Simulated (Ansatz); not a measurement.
# C4H10F2InN: one species, many methods

How much do the methods differ for C4H10F2InN? The plan is to run it at one geometry with functionals of several rungs and with coupled cluster, and see how far each lands from CCSD(T) at the basis-set limit for the atomisation energy.

Program: Ansatz 0.2.0, Gaussian basis. Level of theory: functionals in def2-TZVPP, the program's frozen cores in correlated methods. These are calculated values, not measurements.

Levels to be run: LDA (SPW92), PBE-D4, revPBE-D4, BLYP-D4, r2SCAN-D4, B97M-V, PBE0-D4, B3LYP-D4, r2SCANh-D4, r2SCAN0-D4, HSE06-D4, BHLYP-D4, CAM-B3LYP-D4, LC-ωPBE, ωB97X-V, ωB97M-V, B2PLYP, PBE-QIDH; CCSD(T)/def2-SVP; CCSD(T)/def2-TZVPP; MP2/def2-QZVPP; extrapolation to the limit; RPA on PBE.

### 1 Structure used throughout

The geometry comes from an earlier relaxation with PBE0-D4 in a triple-zeta def2 set; it is a stationary point, not always the lowest conformer. In takes the def2 core potential; no spin-orbit term is included.

SMILES `CC(C)(C)[NH][In]([F])[F]`, 18 atoms, charge 0, spin multiplicity 1.

Atoms are counted from 1 here; the program's logs count them from 0.

Bond lengths: C1–C2 1.527 Å, C1–H9 1.092 Å, C1–H10 1.094 Å, C1–H11 1.091 Å, C2–C3 1.522 Å, C2–C4 1.528 Å, C2–N5 1.467 Å, C3–H12 1.096 Å, C3–H13 1.092 Å, C3–H14 1.092 Å, C4–H15 1.093 Å, C4–H16 1.093 Å, C4–H17 1.095 Å, N5–In6 2.001 Å, N5–H18 1.013 Å, In6–F7 1.939 Å, In6–F8 1.940 Å. Angles: C2–C1–H9 110.7°, C2–C1–H10 110.8°, C2–C1–H11 110.4°, H9–C1–H10 107.8°, H9–C1–H11 108.7°, H10–C1–H11 108.3°, C1–C2–C3 109.9°, C1–C2–C4 109.7°, C1–C2–N5 106.9°, C3–C2–C4 109.9°, C3–C2–N5 108.3°, C4–C2–N5 112.1°, C2–C3–H12 111.5°, C2–C3–H13 110.5°, C2–C3–H14 110.7°, H12–C3–H13 108.4°, H12–C3–H14 107.2°, H13–C3–H14 108.5° and more.

### 2 LDA

This LDA is Slater exchange with PW92 correlation.

File in.yaml:

```yaml
crystal:
  periodic: [false, false, false]
  atoms:
    - {symbol: C, position_ang: [-0.624901, -1.829088, 0.015884]}
    - {symbol: C, position_ang: [-0.126389, -0.390966, 0.140181]}
    - {symbol: C, position_ang: [1.356826, -0.384765, 0.480797]}
    - {symbol: C, position_ang: [-0.913059, 0.333378, 1.231340]}
    - {symbol: N, position_ang: [-0.299914, 0.236680, -1.174128]}
    - {symbol: In, position_ang: [0.435837, 2.053067, -1.576328]}
    - {symbol: F, position_ang: [-0.115577, 3.098952, -3.113307]}
    - {symbol: F, position_ang: [1.918535, 2.923358, -0.676771]}
    - {symbol: H, position_ang: [-0.495799, -2.365441, 0.958589]}
    - {symbol: H, position_ang: [-1.688849, -1.851198, -0.237592]}
    - {symbol: H, position_ang: [-0.074855, -2.356555, -0.765235]}
    - {symbol: H, position_ang: [1.747405, 0.636834, 0.553342]}
    - {symbol: H, position_ang: [1.926530, -0.918216, -0.283045]}
    - {symbol: H, position_ang: [1.534049, -0.866988, 1.444042]}
    - {symbol: H, position_ang: [-1.975068, 0.380676, 0.976399]}
    - {symbol: H, position_ang: [-0.818214, -0.170573, 2.196802]}
    - {symbol: H, position_ang: [-0.544535, 1.357353, 1.354415]}
    - {symbol: H, position_ang: [-1.242032, 0.113484, -1.525392]}
basis:
  gaussian: {orbitals: def2-TZVPP}
hamiltonian: {xc: lda}
output: {orbitals: {seedname: orbitals}}
```

Started as:

```sh
$ ansatz run in.yaml --threads 2 --pin off --events-out ev --progress --plain --max-ram 31744MiB --backend cuda --devices 0, --max-vram 18GiB
```

Further steps of the session: PBE-D4 (GGA); revPBE-D4 (GGA); BLYP-D4 (GGA); r2SCAN-D4 (meta-GGA); B97M-V (meta-GGA); PBE0-D4 (hybrid); B3LYP-D4 (hybrid); r2SCANh-D4 (hybrid); r2SCAN0-D4 (hybrid); HSE06-D4 (hybrid); BHLYP-D4 (hybrid); CAM-B3LYP-D4 (range-separated); LC-ωPBE (range-separated); ωB97X-V (range-separated); ωB97M-V (range-separated); B2PLYP (double hybrid); PBE-QIDH (double hybrid); CCSD(T) in def2-SVP; CCSD(T) in def2-TZVPP; MP2 in def2-QZVPP; RPA on PBE orbitals.

**Question.** What will the summary of the whole plan be? Wanted: atomisation energy, CCSD(T)/CBS; farthest beyond LDA; mean size of error, GGA; mean size of error, meta-GGA; mean size of error, hybrid; mean size of error, range-separated; mean size of error, double hybrid; gap, smallest and largest; T1 diagnostic.

The runs gave:

| quantity | value |
| --- | --- |
| atomisation energy, CCSD(T)/CBS | 6804.1 kJ/mol |
| functionals within 68.0 kJ/mol (1.0 %) | revPBE-D4, BLYP-D4, r2SCAN-D4, B97M-V, PBE0-D4, B3LYP-D4, r2SCANh-D4, HSE06-D4, CAM-B3LYP-D4, LC-ωPBE, ωB97X-V, ωB97M-V, PBE-QIDH |
| farthest beyond LDA | BHLYP-D4 (-251.1 kJ/mol) |
| mean size of error, GGA | 72.3 kJ/mol |
| mean size of error, meta-GGA | 21.1 kJ/mol |
| mean size of error, hybrid | 87.8 kJ/mol |
| mean size of error, range-separated | 7.4 kJ/mol |
| mean size of error, double hybrid | 85.9 kJ/mol |
| gap, smallest and largest | 3.10 eV (LDA (SPW92)), 10.40 eV (LC-ωPBE) |
| T1 diagnostic | 0.0147 |
| triples share of the correlation energy | 3.6 % |

**Reading.** The LDA atomisation energy is off by 978.9 kJ/mol (14 %): it overbinds. PBE-D4 is off by +118.1 kJ/mol. Double hybrids carry the basis error of their MP2 part in triple zeta, and no dispersion term here, so their miss is partly the set-up's. The rungs range-separated, meta-GGA miss on average by less than the doubt on the reference (68.0 kJ/mol), so they tie. Misses under about 68.0 kJ/mol are within the doubt on the reference itself, which lacks core-valence correlation, spin-orbit coupling and higher excitations, and its outer-core shells are covered unevenly. All levels share the lack of spin-orbit coupling, which lowers the free heavy atoms and so the true binding. Hartree-Fock recovers 72 % of the binding; the rest is correlation. CCSD(T) in def2-SVP is off by -349.0 kJ/mol, more than most functionals: a good method in a small basis is no reference. The gap grows from 3.1 to 10.4 eV across the functionals, mostly with the share of exact exchange. Correlated methods include outer-core shells of In, which these sets cover unevenly.
